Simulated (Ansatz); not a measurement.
# C₃H₆ClNSi: a ladder of functionals and wavefunction methods

An exercise on one series of results from a longer session: the logs are not shown, and one member is left open.

Computed with Ansatz 0.2.0, Gaussian basis. Level: functionals in def2-TZVPP, the program's frozen cores in correlated methods.

The runs, in order: PBE-D4, r2SCAN-D4, PBE0-D4, B3LYP-D4, ωB97X-V, ωB97M-V, B2PLYP; CCSD(T)/def2-TZVPP; MP2/def2-QZVPP; extrapolation to the limit.

### The relaxed structure

All runs share one geometry, relaxed beforehand with PBE0-D4 in a triple-zeta def2 set.

12 atoms, charge 0, spin multiplicity 1.

Atoms are counted from 1 here; the program's logs count them from 0.

Bond lengths: N1–C2 1.348 Å, N1–H7 1.003 Å, N1–H8 1.007 Å, C2–C3 1.345 Å, C2–Si6 1.808 Å, C3–C4 1.469 Å, C3–Si6 1.797 Å, C4–Cl5 1.805 Å, C4–H9 1.090 Å, C4–H10 1.091 Å, Si6–H11 1.487 Å, Si6–H12 1.487 Å. Angles: C2–N1–H7 118.7°, C2–N1–H8 118.4°, H7–N1–H8 116.8°, N1–C2–C3 138.2°, N1–C2–Si6 154.1°, C3–C2–Si6 67.7°, C2–C3–C4 138.7°, C2–C3–Si6 68.5°, C4–C3–Si6 152.8°, C3–C4–Cl5 112.6°, C3–C4–H9 112.0°, C3–C4–H10 112.0°, Cl5–C4–H9 105.9°, Cl5–C4–H10 105.7°, H9–C4–H10 108.4°, C2–Si6–C3 43.8°, C2–Si6–H11 121.6°, C2–Si6–H12 121.8° and more.

The first run:

The input, in.yaml:

```yaml
crystal:
  periodic: [false, false, false]
  atoms:
    - {symbol: N, position_ang: [-1.076056, -1.626527, 0.390744]}
    - {symbol: C, position_ang: [-0.530740, -0.403402, 0.543378]}
    - {symbol: C, position_ang: [0.263009, 0.433990, -0.147695]}
    - {symbol: C, position_ang: [0.985125, 0.465520, -1.426838]}
    - {symbol: Cl, position_ang: [1.105570, -1.162933, -2.195643]}
    - {symbol: Si, position_ang: [-0.268010, 1.164024, 1.406188]}
    - {symbol: H, position_ang: [-1.463401, -2.084759, 1.194360]}
    - {symbol: H, position_ang: [-0.725236, -2.219272, -0.343969]}
    - {symbol: H, position_ang: [2.010662, 0.814886, -1.307295]}
    - {symbol: H, position_ang: [0.488061, 1.102049, -2.160957]}
    - {symbol: H, position_ang: [0.616567, 1.257663, 2.598226]}
    - {symbol: H, position_ang: [-1.328652, 2.203461, 1.483700]}
basis:
  gaussian: {orbitals: def2-TZVPP}
hamiltonian: {xc: pbe, dispersion: d4}
output: {forces: true, orbitals: {seedname: orbitals}}
```

On the command line:

```
$ ansatz run in.yaml --threads 4 --pin off --events-out ev --progress --plain --max-ram 10444MiB
```

Among the steps run: PBE-D4 (GGA); r2SCAN-D4 (meta-GGA); PBE0-D4 (hybrid); B3LYP-D4 (hybrid); ωB97X-V (range-separated); ωB97M-V (range-separated); B2PLYP (double hybrid); CCSD(T) in def2-TZVPP; MP2 in def2-QZVPP.

One table of the session follows, with a row left open; its other results are not shown here.

It belongs to the step «Atomisation energies». 

```
            method  atomisation energy (eV)
            PBE-D4                   47.978
         r2SCAN-D4                   46.666
           PBE0-D4                   46.982
          B3LYP-D4                   46.483
           ωB97X-V                   46.668
           ωB97M-V                        ?
            B2PLYP                   45.891
     HF/def2-TZVPP                   32.568
    MP2/def2-TZVPP                   45.966
   CCSD/def2-TZVPP                   44.037
CCSD(T)/def2-TZVPP                   44.926
           MP2/CBS                   47.364
       CCSD(T)/CBS                   46.323
```

Estimate the missing values for ωB97M-V.

As computed: atomisation energy (eV): 46.674. In the column «atomisation energy (eV)» it lies between ωB97X-V (46.668) and PBE0-D4 (46.982).

Caveats from the session: Free atoms (1 N, 3 C, 1 Cl, 1 Si, 6 H) were run apart at each level; the atomisation energy is their sum less the molecule, without zero-point or spin-orbit terms.
